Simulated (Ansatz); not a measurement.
# C7H5NS: the cost of one run

Method: the levels named in each step, in Ansatz 0.2.0.

## Step 1: Starting point

Bond lengths (14 of 15 bonds, heavy atoms first): C1–C2 1.394 Å, C2–C3 1.381 Å, C3–C4 1.385 Å, C4–S5 1.739 Å, S5–C6 1.752 Å, C6–N7 1.272 Å, C4–C8 1.414 Å, N7–C8 1.366 Å, C1–C9 1.378 Å, C8–C9 1.392 Å, C1–H10 1.080 Å, C2–H11 1.080 Å, C3–H12 1.079 Å, C6–H13 1.072 Å. Angles (14 of 23 angles, heavy atoms first): C1–C2–C3 121.1°, C2–C1–C9 121.1°, C2–C3–C4 118.1°, C3–C4–S5 129.2°, C3–C4–C8 121.4°, S5–C4–C8 109.5°, C4–S5–C6 87.8°, S5–C6–N7 116.7°, C6–N7–C8 111.7°, C4–C8–N7 114.3°, C4–C8–C9 119.5°, N7–C8–C9 126.1°, C1–C9–C8 118.8°, C1–C2–H11 119.6°.

Coordinates:

```xyz
14

C    -2.1553    1.3503    0.1638
C    -2.4576   -0.0075    0.2618
C    -1.4655   -0.9658    0.2025
C    -0.1576   -0.5401    0.0433
S     1.2988   -1.4835   -0.0685
C     2.1808    0.0208   -0.2330
N     1.4947    1.0914   -0.2095
C     0.1620    0.8335   -0.0556
C    -0.8558    1.7813    0.0061
H    -2.9559    2.0731    0.2128
H    -3.4845   -0.3169    0.3856
H    -1.6950   -2.0172    0.2769
H     3.2470   -0.0029   -0.3468
H    -0.6081    2.8277   -0.0711
```

## Step 2: A rough first relaxation, PBE-D4/def2-SVP

This run stands in another session on the same molecule. It ended at:

```xyz
14

C    -2.1772    1.3623    0.1661
C    -2.4831   -0.0146    0.2645
C    -1.4774   -0.9862    0.2042
C    -0.1510   -0.5514    0.0424
S     1.3170   -1.4947   -0.0684
C     2.2160    0.0199   -0.2366
N     1.5215    1.1175   -0.2154
C     0.1747    0.8376   -0.0588
C    -0.8593    1.7955    0.0052
H    -2.9911    2.1011    0.2172
H    -3.5295   -0.3308    0.3908
H    -1.7212   -2.0557    0.2814
H     3.3106   -0.0176   -0.3513
H    -0.6022    2.8614   -0.0733
```

## Step 3: Relaxation, r2SCAN-D4/def2-TZVP

The input, input.yaml:

```yaml
crystal:
  periodic: [false, false, false]
  atoms:
    - { symbol: C, position_ang: [-2.17723673, 1.36234274, 0.1660782] }
    - { symbol: C, position_ang: [-2.48307549, -0.01457271, 0.2645375] }
    - { symbol: C, position_ang: [-1.47742307, -0.98615796, 0.20422508] }
    - { symbol: C, position_ang: [-0.1509982, -0.55141331, 0.04244625] }
    - { symbol: S, position_ang: [1.3169599, -1.49471911, -0.06844266] }
    - { symbol: C, position_ang: [2.21599414, 0.01988386, -0.2366065] }
    - { symbol: "N", position_ang: [1.52151839, 1.11748703, -0.21535778] }
    - { symbol: C, position_ang: [0.17473704, 0.8376329, -0.05879009] }
    - { symbol: C, position_ang: [-0.85931808, 1.79547804, 0.0052099] }
    - { symbol: H, position_ang: [-2.99105756, 2.10112096, 0.21723947] }
    - { symbol: H, position_ang: [-3.5295268, -0.33083612, 0.39084737] }
    - { symbol: H, position_ang: [-1.72121858, -2.05566035, 0.28139802] }
    - { symbol: H, position_ang: [3.31059302, -0.01764974, -0.35130433] }
    - { symbol: H, position_ang: [-0.60215798, 2.86137378, -0.07325043] }
basis:
  gaussian: { orbitals: def2-TZVP }
hamiltonian:
  xc: r2scan
  dispersion: d4
relax:
  f_tol: 0.004
  max_steps: 150
```

Command:

```bash
ansatz run input.yaml --threads 4 --pin off --max-ram 10240MiB --backend cpu --events-out ev --progress --plain --runs-dir out
```

What time and memory should one allow on 4 threads of Arm Neoverse V1, shared host?

About 84 s, with a peak of 0.61 GiB.
